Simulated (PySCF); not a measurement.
# H6HfNO3 (Hf(OH)3(NH3)+): the cost of one run

Computed with PySCF 2.14.0. Level: PBE0, Hf def2-SVP with ECP60, O def2-SVP, H def2-SVP, N def2-SVP; scalar-relativistic core potentials, no spin–orbit coupling.

1 further run of the same task is left out (for a known fault of the program).

**1. Where the work starts**

11 atoms, charge 1, spin multiplicity 1.

Bond lengths: Hf1–O2 1.918 Å, Hf1–O4 1.918 Å, Hf1–O6 1.918 Å, Hf1–N8 2.240 Å, O2–H3 0.966 Å, O4–H5 0.966 Å, O6–H7 0.966 Å, N8–H9 1.020 Å, N8–H10 1.020 Å, N8–H11 1.020 Å. Angles: O2–Hf1–O4 109.5°, O2–Hf1–O6 109.5°, O2–Hf1–N8 109.5°, O4–Hf1–O6 109.5°, O4–Hf1–N8 109.5°, O6–Hf1–N8 109.5°, Hf1–O2–H3 158.7°, Hf1–O4–H5 158.7°, Hf1–O6–H7 158.7°, Hf1–N8–H9 113.0°, Hf1–N8–H10 113.0°, Hf1–N8–H11 113.0°, H9–N8–H10 105.8°, H9–N8–H11 105.8°, H10–N8–H11 105.8°.

Coordinates:

```xyz
11

Hf    0.0000    0.0000    0.0000
O     1.1076    1.1076    1.1076
H     1.6272    1.3797    1.8747
O    -1.1076   -1.1076    1.1076
H    -1.6272   -1.3797    1.8747
O     1.1076   -1.1076   -1.1076
H     1.6272   -1.8747   -1.3797
N    -1.2933    1.2933   -1.2933
H    -1.9064    1.9064   -0.7562
H    -0.7562    1.9064   -1.9064
H    -1.9064    0.7562   -1.9064
```

Formal oxidation states: Hf +4.

**2. SCF at the start, singlet**

The input, run.py (the lines that set the calculation):

```python
mol = gto.M(atom='''
Hf     0.00000     0.00000     0.00000
O      1.10760     1.10760     1.10760
H      1.62720     1.37970     1.87470
O     -1.10760    -1.10760     1.10760
H     -1.62720    -1.37970     1.87470
O      1.10760    -1.10760    -1.10760
H      1.62720    -1.87470    -1.37970
N     -1.29330     1.29330    -1.29330
H     -1.90640     1.90640    -0.75620
H     -0.75620     1.90640    -1.90640
H     -1.90640     0.75620    -1.90640''',
    basis={'Hf': 'def2-SVP', 'O': 'def2-SVP', 'H': 'def2-SVP', 'N': 'def2-SVP'},
    ecp={'Hf': 'def2-SVP'},
    charge=1, spin=0)
mf = dft.RKS(mol, xc='PBE0')
mf.grids.atom_grid = (50, 194)
mf = mf.density_fit()  # fitting sets: Hf def2-universal-JKFIT, O def2-universal-JKFIT, H def2-universal-JKFIT, N def2-universal-JKFIT
mf.conv_tol = 1e-08; mf.max_cycle = 55
mf.kernel(dm0)  # dm0: free metal ions and neutral atoms
```

The run is started by

```bash
$ OMP_NUM_THREADS=2 python run.py
```

What time and memory should one allow on 2 threads of Arm Neoverse V2, shared host?

About 3.4 s, with a peak of 0.68 GiB.
